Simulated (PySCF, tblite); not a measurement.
# C4HF2N2 radical: geometry, infrared bands and EPR parameters

Wanted: the infrared bands and EPR parameters of C4HF2N2 radical (`Fc1[c]cnc(F)n1`), by calculation.

Programs: tblite 0.8.0 and PySCF 2.14.0, with density-fitted response routines of our own. Each step states its level of theory. These are calculated values for one molecule in the gas phase, unless marked as measured. Atoms are numbered from 0 throughout.

**1. The molecule as given**

9 atoms, charge 0, multiplicity 2; geometry from: force field or distance geometry start.

Bonds of the start (Å): F0–C1 1.35, C1–C2 1.37, C2–C3 1.38, C3–N4 1.35, N4–C5 1.34, C5–F6 1.33, C5–N7 1.34, N7–C1 1.34, C3–H8 1.08.

**2. Relaxing the molecule with GFN2-xTB**

The job: settings as JSON, then the geometry in Å.

```
{"job": {"kind": "relax", "xc": "GFN2-xTB", "basis": "xTB"}, "charge": 0, "multiplicity": 2}
F      2.237900    -1.284600    -0.592800
C      1.104400    -0.612100    -0.280000
C      1.184300     0.753500    -0.199700
C     -0.012600     1.367400     0.122900
N     -1.152600     0.684500     0.383800
C     -1.085600    -0.652700     0.274300
F     -2.203800    -1.338300     0.513200
N      0.016800    -1.349300    -0.035300
H     -0.075400     2.437600     0.215700
```

Launch:

```bash
$ OMP_NUM_THREADS=1 python probes_run.py task.json out
```

The driver reads the jobs from task.json and runs them one after another.

**Question.** This job is followed by: GFN2-xTB harmonic vibrations, gas phase; UKS B3LYP, pcH-1 on C F H N, non-relativistic, mean-field spin-orbit, GIAO. What will the session give for the following? strongest single infrared mode (GFN2-xTB); zero-point energy (GFN2-xTB); g(iso) (B3LYP); ⟨S²⟩; largest a(iso); surface potential, 1st and 99th percentile.

As calculated:

| quantity | value |
| --- | --- |
| strongest single infrared mode (GFN2-xTB) | 1487 cm⁻¹, 283 km/mol |
| zero-point energy (GFN2-xTB) | 28.9 kcal/mol |
| g(iso) (B3LYP) | 2.00239 |
| ⟨S²⟩ | 0.757 (exact 0.75) |
| largest a(iso) | 13C on C2, 431.1 MHz |
| surface potential, 1st and 99th percentile | -1.18 V and 1.58 V |

Relaxing lowered the energy by 0.208 eV in 12 steps; the close pair that moved most is F0–C1, from 1.355 to 1.317 Å. No mode is imaginary among the 21: a minimum at this level. The strongest single mode, at 1487 cm⁻¹, is spread over several atoms, N7, C1, C3, N4 among them. Unscaled tight-binding wavenumbers are off by several per cent, some by more. Its intensities can rank the bands wrongly. C2 carries the largest spin population, 0.97 e. The isotropic g lies 0.1 ppt above the free-electron value.
